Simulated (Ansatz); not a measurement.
Here is an Ansatz input file for NaTeO3, space group Pm-3m. Write the same calculation for the Python package.

```yaml
crystal:
  lattice:
    - [4.066369, 0.0, 0.0]
    - [0.0, 4.066369, 0.0]
    - [0.0, 0.0, 4.066369]
  atoms:
    - { symbol: Na, position: [0.0, 0.0, 0.0] }
    - { symbol: Te, position: [0.5, 0.5, 0.5] }
    - { symbol: O, position: [0.5, 0.5, 0.0] }
    - { symbol: O, position: [0.5, 0.0, 0.5] }
    - { symbol: O, position: [0.0, 0.5, 0.5] }
accuracy: low
basis:
  ecutwfc: 326.5366349519
kpoints:
  mp_grid: { grid: [7, 7, 7], shift: [0.0, 0.0, 0.0] }
hamiltonian:
  xc: lda
  pseudopotentials: { kind: paw }
scf:
  max_iter: 150
  lower_state_search: light
  mixing: { algorithm: broyden }
  occupations: { method: fermi_dirac, width: 0.1 }
relax:
  f_tol: 0.01
  density_extrapolation: transplant
  cell: { fix: [shape] }
output:
  write_density: true
  volumetric_format: npy
  elf: true
```

The program run on that file:
```console
$ ansatz run input.yaml --threads 1 --pin off --max-ram 3072MiB --backend cpu --events-out ev --progress --plain --runs-dir out
Warning: basis.ecutwfc = 326.5366349519 eV is below the records' recommended 420 eV, and the density's cutoff is lower with it unless basis.ecutrho_ratio is high enough to keep the records' density cutoff: compare with a run at a higher cutoff
Engine: ansatz 0.2.0, x86_64-unknown-linux-gnu
Pseudopotentials: kind: paw
Pseudopotential: Na, paw, valence charge 9, recommended cutoff 420 eV (normal), Na.paw.azcp
Pseudopotential: Te, paw, valence charge 16, recommended cutoff 420 eV (normal), Te.paw.azcp
Pseudopotential: O, paw, valence charge 6, recommended cutoff 420 eV (normal), O.paw.azcp
Functional definition: SPW92
  exchange = slater_x
  correlation = pw_c
Crystal: 5 atoms, lattice volume = 67.239 Å³
Basis set: ecut = 326.5366349519 eV, 895 PW (Γ)
Bands: 27, of which v1, the nominal top of the filled ones, is band 22 counted from 1 (21 counted from 0)
Symmetry: 48 space group operations
Space group: Pm-3m (ITA 221), of the structure as read, at distance tolerance 4.1e-5 Å
k-points: 20 of 343
Non-local potential: Na, projectors of the file, l = 0: 3, l = 1: 2, l = 2: 1
Non-local potential: Te, projectors of the file, l = 0: 2, l = 1: 2, l = 2: 2, l = 3: 2
Non-local potential: O, projectors of the file, l = 0: 2, l = 1: 2, l = 2: 1
PAW form: soft (Blöchl's): semilocal exchange-correlation on the pseudo side does not see the compensation charge
PAW frozen core: Na, regenerated for the run's functional, and the local potential with it (the file was generated under x = pbe(κ = 0.804, μ = 0.2195149727645171), c = pbe(β = 0.06672455060314922))
PAW frozen core: Te, regenerated for the run's functional, and the local potential with it (the file was generated under x = pbe(κ = 0.804, μ = 0.2195149727645171), c = pbe(β = 0.06672455060314922))
PAW frozen core: O, regenerated for the run's functional, and the local potential with it (the file was generated under x = pbe(κ = 0.804, μ = 0.2195149727645171), c = pbe(β = 0.06672455060314922))
PAW one-centre angular grid: Na, 110 points (default); XC on 64 Gauss nodes
PAW one-centre angular grid: Te, 590 points (default); XC on 64 Gauss nodes
PAW one-centre angular grid: O, 110 points (default); XC on 64 Gauss nodes
Initial density: superposition of atomic densities (neutral atoms: chi_scale 0, normalization atom), corrected by the library's trained network
Initial wavefunctions: pseudopotential atomic-orbital guess
Functional: x = slater, c = lda
SCF iter   1: F=—  HF=-9957.322658 eV  |F-HF|=—  |Δ(HF+E_count)|=         —  Δρ=2.18e-2  dr2=2.21e-1  ethr=1.77e-3  ⟨swp⟩=6.0  Hψ=2475  notcnv=0
preconditioner: auto → Resta (q_TF=auto, 2.532 Å⁻¹)  ε∞=3.3  [insulator: Δε(μ)=0.464 eV  Ē_g=16.672 eV  σ=0.100 eV  W_gap=0.70  n_scr=18 (ndim 8)  ℏωp=25.2 eV  f_vac=0.075  D(μ)=0.51/eV (n_scr^D=0)  ε∞_Penn≈3.3]
SCF iter   2: F=—  HF=-9957.255814 eV  |F-HF|=—  |Δ(HF+E_count)|=   6.68e-2  Δρ=4.86e-3  dr2=8.56e-3  ethr=5.13e-4  ⟨swp⟩=2.2  Hψ=1001  notcnv=0  defer=18  κ⁻¹=1.0e0(r=1)
SCF iter   3: F=—  HF=-9957.254104 eV  |F-HF|=—  |Δ(HF+E_count)|=   1.71e-3  Δρ=2.27e-3  dr2=2.13e-3  ethr=1.99e-5  ⟨swp⟩=2.9  Hψ=945  notcnv=0  defer=18  κ⁻¹=6.3e-3(r=2)
SCF iter   4: F=—  HF=-9957.253864 eV  |F-HF|=—  |Δ(HF+E_count)|=   2.40e-4  Δρ=4.42e-4  dr2=1.91e-4  ethr=4.96e-6  ⟨swp⟩=2.2  Hψ=850  notcnv=0  defer=18  κ⁻¹=3.1e-4(r=3)
SCF iter   5: F=—  HF=-9957.253776 eV  |F-HF|=—  |Δ(HF+E_count)|=   8.76e-5  Δρ=2.10e-4  dr2=1.12e-5  ethr=4.45e-7  ⟨swp⟩=2.1  Hψ=894  notcnv=0  defer=18  κ⁻¹=1.3e-5(r=4)
SCF iter   6: F=—  HF=-9957.253777 eV  |F-HF|=—  |Δ(HF+E_count)|=   9.19e-7  Δρ=5.92e-5  dr2=1.23e-6  ethr=2.60e-8  ⟨swp⟩=2.6  Hψ=906  notcnv=0  defer=18  κ⁻¹=2.0e-6(r=5)
SCF iter   7: F=—  HF=-9957.253777 eV  |F-HF|=—  |Δ(HF+E_count)|=   8.56e-8  Δρ=2.19e-5  dr2=1.54e-7  ethr=2.86e-9  ⟨swp⟩=2.0  Hψ=926  notcnv=0  defer=18  κ⁻¹=1.4e-7(r=6)
SCF iter   8: F=-9957.253777 eV  HF=-9957.253777 eV  |F-HF|=7.99e-8  |Δ(HF+E_count)|=   5.71e-9  Δρ=9.02e-6  dr2=4.56e-8  ethr=2.33e-10  ⟨swp⟩=4.4  Hψ=1802  notcnv=0
SCF 1 converged in 8 iterations: F = -9957.253777 eV  dr2 = 4.56e-8
  greatest PAW one-centre occupation: 1.000 electrons in one spin orbital (limit 2), on the Te atom at site 1 (counted from 0), in its partial waves of l = 2
relax step   1: F+E_penalty+E_count = -9957.25377736 eV  Δ(F+E_penalty+E_count) = +0.000e0 eV  max|allowed force component| = 2.236e-29 eV/Å  Δτ_max = 0.0000 Å  P = -6.713 GPa  Ω = 67.239 Å³  fix = [alpha, beta, gamma, b/a, c/a]  (8 SCF iters, dr2 threshold 1.00e-7 eV, accepted)
Crystal: 5 atoms, lattice volume = 64.071 Å³
Basis set: ecut = 326.5366349519 eV, 847 PW (Γ)
Initial density: handed on by an earlier stage of this run
Initial wavefunctions: those handed on with the density
iter 1 solved again at ethr=5.92e-5 eV; its pass at ethr=3.10e-3 eV (dr2=2.55e-2 eV) is discarded
SCF iter   1: F=—  HF=-9957.546620 eV  |F-HF|=—  |Δ(HF+E_count)|=         —  Δρ=7.71e-3  dr2=2.54e-2  ethr=5.92e-5  ⟨swp⟩=1.1  Hψ=3115  notcnv=0
[... 117 lines left out ...]
Fermi energy:    8.716071 eV
--- Per-component energies (eV) ---
  E_band       = -468.915609
  E_kinetic    = 837.065313
  E_local      = -3350.276864  (includes V_loc(G=0)·N_el)
  E_nonlocal   = -43.580193
  E_hartree    = 1530.312873
  E_xc         = -382.439114
  E_vxc        = -438.240800  (∫ρ·V_xc dr)
  E_paw        = -5196.434937  (= ΣΔE_a)
  E_vpaw       = -534.521421  (= ΣTr[D̂ρ^β])
  E_aug_tail   = 0.012630  (compensation charges beyond the density's cutoff)
  E_ewald      = -3353.081846
  E_core_change = 1.110316  (= ΣΔE_core)
  E_smearing   = -0.016122  (= −TS)
  E_closure    = 0.000000  (closes the sum)
  Σ components = -9957.327944   (vs F -9957.327944, Δ=0.00e0)
--- Forces (eV/Å), atoms counted from 1 ---
  atom   1  Na     0.00000000    -0.00000000     0.00000000
  atom   2  Te     0.00000000    -0.00000000    -0.00000000
  atom   3  O      0.00000000     0.00000000    -0.00000000
  atom   4  O      0.00000000    -0.00000000     0.00000000
  atom   5  O      0.00000000    -0.00000000     0.00000000
  max |Σ_I F_I| component: 1.58e-29 eV/Å
--- Stress (GPa, compression-positive) ---
       -0.008635      -0.000000      -0.000000
       -0.000000      -0.008635       0.000000
       -0.000000       0.000000      -0.008635
  P = ⅓ Tr σ = -0.0086 GPa (-0.086 kbar)
--- Band table (eV; the first three rows and the last of 20) ---
  k-point 0: bands = ["-42.2830", "-30.2980", "-30.2980", "-30.2051", "-30.2051", "-30.2051", "-14.7844", "-14.7844", "-14.7844", "-12.6007", "-9.0132", "-9.0132", "-0.3499", "-0.3499", "-0.3499", "2.6491", "5.6543", "5.6543", "5.6543", "5.8121", "5.8121", "5.8121", "11.6804", "17.6408", "17.6408", "17.6842", "17.6842"]
  k-point 1: bands = ["-42.2830", "-30.2981", "-30.2953", "-30.2055", "-30.2055", "-30.2052", "-14.7906", "-14.7843", "-14.7843", "-12.4969", "-9.2163", "-9.0088", "-0.6803", "-0.2999", "-0.2999", "3.2186", "5.5872", "5.5872", "5.7591", "5.7664", "5.7735", "5.7735", "12.0283", "16.8272", "17.2683", "17.2683", "17.8900"]
  k-point 2: bands = ["-42.2829", "-30.2982", "-30.2893", "-30.2066", "-30.2066", "-30.2053", "-14.8040", "-14.7838", "-14.7838", "-12.2115", "-9.7200", "-8.9997", "-1.1352", "-0.1907", "-0.1907", "3.7710", "5.4248", "5.4248", "5.6101", "5.7286", "5.7286", "6.7458", "12.9236", "15.5282", "16.8077", "16.8077", "17.0067"]
  k-point 19: bands = ["-42.2823", "-30.2770", "-30.2770", "-30.2095", "-30.2095", "-30.2095", "-14.7943", "-14.7933", "-14.7933", "-10.4474", "-10.1812", "-10.1812", "-6.2981", "3.5295", "3.5927", "3.5927", "4.1467", "4.1467", "6.7723", "6.7723", "6.8688", "10.4759", "11.4098", "11.4098", "13.4656", "14.1199", "18.1675"]
--- Relaxed structure (8 steps of the walk, 8 accepted, 4 SCFs on fresh bases) ---
  F+E_penalty+E_count = -9957.32794352 eV   max|allowed force component| = 4.207e-30 eV/Å   (the final SCF, on the basis selected at the relaxed cell)
  cell:  # Å, volume = 64.0520 Å³
    - [4.001083193238243, -3.132034560790812e-97, 7.201536403917028e-97]
    - [-3.132034560790812e-97, 4.001083193238243, 0.0]
    - [7.201536403917028e-97, 0.0, 4.001083193238243]
  atoms:
    - { symbol: Na, position: [2.9848179053860626e-35, -1.0360524958563144e-36, -2.0721049926535218e-36] }
    - { symbol: Te, position: [0.5, 0.5, 0.5] }
    - { symbol: O, position: [0.5, 0.5, -9.867166639157624e-38] }
    - { symbol: O, position: [0.5, 1.924097493114707e-36, 0.5] }
    - { symbol: O, position: [-5.6736208118998786e-36, 0.5, 0.5] }
```

`vcrelax_nateo3.py`
```python
# -*- coding: utf-8 -*-
from pathlib import Path
import logging
import sys

import ansatz as az
from ase.data import atomic_numbers
import numpy as np
import spglib

logging.basicConfig(stream=sys.stdout, format="%(name)s: %(message)s")
logger = logging.getLogger("ansatz_job")
logger.setLevel(logging.INFO)

def edges_and_angles(cell):
    cell = np.asarray(cell)
    a, b, c = np.linalg.norm(cell, axis=1)
    cosines = cell[1] @ cell[2] / (b * c), cell[0] @ cell[2] / (a * c), cell[0] @ cell[1] / (a * b)
    return (a, b, c, *np.degrees(np.arccos(cosines)))


def main():
    vectors = np.array([
        [4.066369, 0.0, 0.0],
        [0.0, 4.066369, 0.0],
        [0.0, 0.0, 4.066369],
    ])
    system = (
        az.Lattice.of(vectors)
        .atom("Na", (0.0, 0.0, 0.0))
        .atom("Te", (0.5, 0.5, 0.5))
        .atom("O", (0.5, 0.5, 0.0))
        .atom("O", (0.5, 0.0, 0.5))
        .atom("O", (0.0, 0.5, 0.5))
    )

    model = (
        system.calculation()
        .functional("LDA")
        .pseudopotentials("paw")
        .basis(24 * az.Ry)
        .accuracy("low")
        .kpoints(7, 7, 7, center="gamma")
        .occupations("Fermi-Dirac", width=0.1)
        .mixing("broyden")
        .scf(max_iterations=150, lower_state_search="light")
        .relax(force_tolerance=0.01, density_extrapolation="transplant", fix_cell=["shape"])
        .density()
        .electron_localization_function()
        .output_files(volumetric_format="npy")
    )
    steps = []


    def follow(event):
        if event["event"] != "relax_step":
            return
        row = event["data"]
        steps.append(row)
        logger.info(f"step {row['step']:3d}  E = {row['lagrangian_ev']:.5f} eV  largest force component = {row['allowed_force_max_ev_ang']:.4f} eV/A  P = {row['pressure_gpa']:.3f} GPa")


    res = model.session().plan(threads=1).execute(on_event=follow)
    rep = res.report

    first, last = steps[0], steps[-1]
    symbols = [site.symbol for site in res.lattice.sites]
    logger.info(f"energy gained {first['lagrangian_ev'] - last['lagrangian_ev']:.4f} eV in {len(steps) - 1} steps")
    for label, vectors in (("before", first["cell_ang"]), ("after", res.lattice.cell_ang)):
        print(label, "a b c (A) {:.4f} {:.4f} {:.4f}  angles {:.2f} {:.2f} {:.2f}".format(*edges_and_angles(vectors)), f" V = {abs(np.linalg.det(vectors)):.3f} A^3")
    print("final stress xx yy zz (GPa, compression positive):", np.round(np.diag(rep["stress_gpa"]), 3) + 0.0)

    logger.info("relaxed fractional positions")
    for site in res.lattice.sites:
        print(f"  {site.symbol:2s}", " ".join(f"{v % 1:8.5f}" for v in np.round(site.position_frac, 5)))

    change = np.array(last["positions_ang"]) @ np.linalg.inv(last["cell_ang"]) - np.array(first["positions_ang"]) @ np.linalg.inv(first["cell_ang"])
    moved = np.linalg.norm(change @ np.array(last["cell_ang"]), axis=1)
    print("displacement within the cell, strain taken out (A):", " ".join(f"{s}:{d:.3f}" for s, d in zip(symbols, moved)))

    fractions = [site.position_frac for site in res.lattice.sites]
    numbers = [atomic_numbers[s] for s in symbols]
    for tolerance in (1e-3, 1e-2, 1e-1):
        print(f"space group at {tolerance} A:", spglib.get_spacegroup((res.lattice.cell_ang, fractions, numbers), symprec=tolerance))

    for key in ("converged", "n_iterations", "n_electrons", "n_kpoints", "n_pw", "n_symmetry_ops", "free_energy_ev", "fermi_energy_ev"):
        logger.info(f"{key:18s} {rep[key]}")

    folder = Path(res.write_results("elf"))
    elf = np.load(folder / "elf.npy")
    peak = np.unravel_index(elf.argmax(), elf.shape)
    print(f"largest ELF {elf.max():.3f} at grid fractions", np.round(np.array(peak) / elf.shape, 3))
    for level in (0.2, 0.5, 0.7, 0.8, 0.9):
        logger.info(f"share of the cell with ELF over {level}: {np.mean(elf > level):.3f}")


if __name__ == "__main__":
    main()
```

```console
$ python vcrelax_nateo3.py
DeckWarning: basis.ecutwfc = 326.536634951856 eV is below the records' recommended 420 eV, and the density's cutoff is lower with it unless basis.ecutrho_ratio is high enough to keep the records' density cutoff: compare with a run at a higher cutoff
ansatz_job: step   1  E = -9957.25378 eV  largest force component = 0.0000 eV/A  P = -6.713 GPa
ansatz_job: step   2  E = -9957.53840 eV  largest force component = 0.0000 eV/A  P = 3.098 GPa
ansatz_job: step   3  E = -9957.47100 eV  largest force component = 0.0000 eV/A  P = -0.082 GPa
ansatz_job: step   4  E = -9957.47298 eV  largest force component = 0.0000 eV/A  P = -0.000 GPa
ansatz_job: step   5  E = -9957.31853 eV  largest force component = 0.0000 eV/A  P = -2.271 GPa
ansatz_job: step   6  E = -9957.37848 eV  largest force component = 0.0000 eV/A  P = -0.261 GPa
ansatz_job: step   7  E = -9957.38545 eV  largest force component = 0.0000 eV/A  P = 0.003 GPa
ansatz_job: step   8  E = -9957.32265 eV  largest force component = 0.0000 eV/A  P = -0.419 GPa
ansatz_job: step   9  E = -9957.33414 eV  largest force component = 0.0000 eV/A  P = -0.030 GPa
ansatz_job: step  10  E = -9957.32586 eV  largest force component = 0.0000 eV/A  P = -0.072 GPa
ansatz_job: step  11  E = -9957.32794 eV  largest force component = 0.0000 eV/A  P = -0.000 GPa
ansatz_job: step  12  E = -9957.32794 eV  largest force component = 0.0000 eV/A  P = -0.009 GPa
ansatz_job: energy gained 0.0742 eV in 11 steps
before a b c (A) 4.0664 4.0664 4.0664  angles 90.00 90.00 90.00  V = 67.239 A^3
after a b c (A) 4.0011 4.0011 4.0011  angles 90.00 90.00 90.00  V = 64.052 A^3
final stress xx yy zz (GPa, compression positive): [-0.009 -0.009 -0.009]
ansatz_job: relaxed fractional positions
  Na  0.00000  0.00000  0.00000
  Te  0.50000  0.50000  0.50000
  O   0.50000  0.50000  0.00000
  O   0.50000  0.00000  0.50000
  O   0.00000  0.50000  0.50000
displacement within the cell, strain taken out (A): Na:0.000 Te:0.000 O:0.000 O:0.000 O:0.000
space group at 0.001 A: Pm-3m (221)
space group at 0.01 A: Pm-3m (221)
space group at 0.1 A: Pm-3m (221)
ansatz_job: converged          True
ansatz_job: n_iterations       4
ansatz_job: n_electrons        43.0
ansatz_job: n_kpoints          20
ansatz_job: n_pw               847
ansatz_job: n_symmetry_ops     48
ansatz_job: free_energy_ev     -9957.327943731336
ansatz_job: fermi_energy_ev    8.716072044456727
largest ELF 1.000 at grid fractions [0.5 0.5 0.5]
ansatz_job: share of the cell with ELF over 0.2: 0.509
ansatz_job: share of the cell with ELF over 0.5: 0.225
ansatz_job: share of the cell with ELF over 0.7: 0.116
ansatz_job: share of the cell with ELF over 0.8: 0.046
ansatz_job: share of the cell with ELF over 0.9: 0.000
```
(Warnings from the package without file and line.)

Reading the output:
- These settings explore the input space; cutoff and mesh may be short of convergence.
- The cutoff lies under the one recommended for these potentials.
- The cell holds an odd number of electrons and is run without spin, so a magnetic state may lie lower.
- Forces vanish by symmetry, so the ions can't move, and the end may be a saddle.
- Under the recommended cutoff a pressure can be off by several GPa, even in sign.
- For a metal this k-point mesh is coarse: on a finer one energies can move by several to tens of meV an atom and pressures by half a GPa or more, differences at one mesh by less.
- The zero of the levels is a convention of the potentials, so an absolute Fermi energy is no work function.
- Energies along a relaxation are free energies. Rows at an unchanged volume are solved on a plane-wave basis chosen afresh for that cell, so the energy jumps there and such rows are no steps of the walk.
- The fields are valence quantities on the plane-wave grid; their values near the nuclei depend on the potentials.
- This cell is a computed structure, which may not be the phase found in nature.
- Wall time of the script: 18 s on 1 thread of AMD EPYC 7R13 Processor (Zen 3), with other jobs on the host, peak memory 0.43 GiB.

(A comment or docstring line of the script was reworded after the run, the code is as it ran; lines on the test bed's own set-up are left out of the output.)
